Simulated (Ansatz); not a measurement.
**MoSCl₄: how energies converge with the basis set**

One table from this session's results is given with a row withheld; the runs are named, their logs left out.

Computed with Ansatz 0.2.0, Gaussian basis. Level: one geometry, several basis sets.

Plan: PBE0-D4/def2-SVP; ωB97M-V/def2-SVP; PBE0-D4/def2-QZVPP; ωB97M-V/def2-QZVPP; the functionals' def2-TZVPP values are taken from earlier runs.

1 further run of the same task is left out (it didn't finish).

### The relaxed structure

The geometry comes from an earlier relaxation with PBE0-D4 in a triple-zeta def2 set; it is a stationary point. Mo takes the def2 core potential; no spin-orbit term is included.

SMILES `[S]=[Mo]([Cl])([Cl])([Cl])[Cl]`, 6 atoms, charge 0, spin multiplicity 1.

Atoms are counted from 1 here; the program's logs count them from 0.

Bond lengths: S1–Mo2 2.054 Å, Mo2–Cl3 2.277 Å, Mo2–Cl4 2.277 Å, Mo2–Cl5 2.277 Å, Mo2–Cl6 2.277 Å. Angles: S1–Mo2–Cl3 104.5°, S1–Mo2–Cl4 104.5°, S1–Mo2–Cl5 104.5°, S1–Mo2–Cl6 104.5°, Cl3–Mo2–Cl4 86.4°, Cl3–Mo2–Cl5 151.1°, Cl3–Mo2–Cl6 86.4°, Cl4–Mo2–Cl5 86.4°, Cl4–Mo2–Cl6 151.0°, Cl5–Mo2–Cl6 86.4°.

The first run:

Contents of in.yaml:

```yaml
crystal:
  periodic: [false, false, false]
  atoms:
    - {symbol: S, position_ang: [-2.076969, -0.097052, 0.145984]}
    - {symbol: Mo, position_ang: [-0.029866, -0.012199, -0.004969]}
    - {symbol: Cl, position_ang: [0.722962, -1.079337, 1.859908]}
    - {symbol: Cl, position_ang: [0.535934, -1.902190, -1.141212]}
    - {symbol: Cl, position_ang: [0.351391, 1.101956, -1.953456]}
    - {symbol: Cl, position_ang: [0.538648, 1.924822, 1.047645]}
basis:
  gaussian: {orbitals: def2-SVP}
hamiltonian: {xc: pbe0, dispersion: d4}
output: {orbitals: {seedname: orbitals}}
```

Launch:

```
$ ansatz run in.yaml --threads 2 --pin off --events-out ev --progress --plain --max-ram 20480MiB --backend cpu
```

Among the steps run: PBE0-D4 in def2-SVP; ωB97M-V in def2-SVP; PBE0-D4 in def2-QZVPP; ωB97M-V in def2-QZVPP.

One of the session's tables, all rows but one given; the rest of the session is left out.

It belongs to the step «Density functionals: the series». 

```
functional       basis  HOMO (eV)  LUMO (eV)
   PBE0-D4    def2-SVP      -8.67      -5.20
   PBE0-D4  def2-TZVPP      -8.65      -5.15
   PBE0-D4  def2-QZVPP      -8.66      -5.13
   ωB97M-V    def2-SVP     -10.76      -3.17
   ωB97M-V  def2-TZVPP     -10.79      -3.17
   ωB97M-V  def2-QZVPP          ?          ?
```

Estimate the missing values for ωB97M-V, def2-QZVPP.

The run gave: HOMO (eV): -10.81; LUMO (eV): -3.16. In the column «HOMO (eV)» it is the lowest.
